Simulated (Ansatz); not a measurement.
Write a Python script for the Ansatz DFT code, driven from Python that makes a rigid scan of one bond length of BFH4SSi, SMILES F[SiH2]BS. Use (for the species named): CAM-B3LYP, def2-SVP basis, multiplicity 1.

```xyz
8

F    -2.2163   -0.3378   -0.2480
Si   -0.8030    0.4067   -0.7099
B     0.4435    0.2241    0.7259
S     2.1550   -0.7085    0.4594
H    -0.2784   -0.2704   -1.9269
H    -1.0064    1.8525   -0.9978
H     0.2692    0.6964    1.8008
H     1.5285   -1.9200    0.8406
```

The script, `scan_bfh4ssi.py`:
```python
import ansatz as az
import numpy as np

geometry_ang = [
    ("F", (-2.2163, -0.3378, -0.248)),
    ("Si", (-0.803, 0.4067, -0.7099)),
    ("B", (0.4435, 0.2241, 0.7259)),
    ("S", (2.155, -0.7085, 0.4594)),
    ("H", (-0.2784, -0.2704, -1.9269)),
    ("H", (-1.0064, 1.8525, -0.9978)),
    ("H", (0.2692, 0.6964, 1.8008)),
    ("H", (1.5285, -1.92, 0.8406)),
]
system = az.Crystal.molecule()
for symbol, xyz in geometry_ang:
    system = system.atom(symbol, xyz)

symbols = [site.symbol for site in system.cartesian_sites]
start = np.array([site.position_ang for site in system.cartesian_sites])
axis = (start[4] - start[1]) / np.linalg.norm(start[4] - start[1])
moving = [4]
lengths, energies = [1.31, 1.369, 1.429, 1.488, 1.548, 1.607, 1.667, 1.756], []
for length in lengths:
    xyz = start.copy()
    xyz[moving] += (length - np.linalg.norm(start[4] - start[1])) * axis
    point = az.Crystal.molecule()
    for symbol, xyz in zip(symbols, xyz):
        point = point.atom(symbol, xyz.tolist())
    model = point.calculation().basis(gaussian="def2-SVP").functional("cam_b3lyp")
    report = model.run().report
    energies.append(report["free_energy_ev"])
    print(f"r = {length:6.3f} A  E = {energies[-1]:.5f} eV  <S^2> = {abs(report['mean_field']['state']['spin_squared']):.3f}")

fit = np.polynomial.Polynomial.fit(lengths, np.array(energies) - min(energies), 4).convert()
roots = [r.real for r in fit.deriv().roots() if abs(r.imag) < 1e-9 and fit.deriv(2)(r.real) > 0]
r_e = min(roots, key=lambda r: abs(r - lengths[int(np.argmin(energies))]))
print(f"minimum of the fit at {r_e:.4f} A, force constant {fit.deriv(2)(r_e):.2f} eV/A^2")
```

```console
$ python scan_bfh4ssi.py
r =  1.310 A  E = -22161.93450 eV  <S^2> = 0.000
r =  1.369 A  E = -22162.15560 eV  <S^2> = 0.000
r =  1.429 A  E = -22162.27253 eV  <S^2> = 0.000
r =  1.488 A  E = -22162.30439 eV  <S^2> = 0.000
r =  1.548 A  E = -22162.27126 eV  <S^2> = 0.000
r =  1.607 A  E = -22162.18915 eV  <S^2> = 0.000
r =  1.667 A  E = -22162.06740 eV  <S^2> = 0.000
r =  1.756 A  E = -22161.83583 eV  <S^2> = 0.000
minimum of the fit at 1.4852 A, force constant 18.61 eV/A^2
```

Total energies depend on the basis set; only differences at equal settings carry meaning. The rest of the molecule is held rigid at a force-field or estimated start geometry, and the basis set is modest; single-reference methods fail as a bond breaks. The orbitals are restricted, so S² is zero by construction. It ran for 16 s on 1 thread of Intel(R) Xeon(R) 6975P-C (Granite Rapids) (shared host), peak memory 0.24 GiB.

(Lines on the test bed's own set-up are left out of the output.)
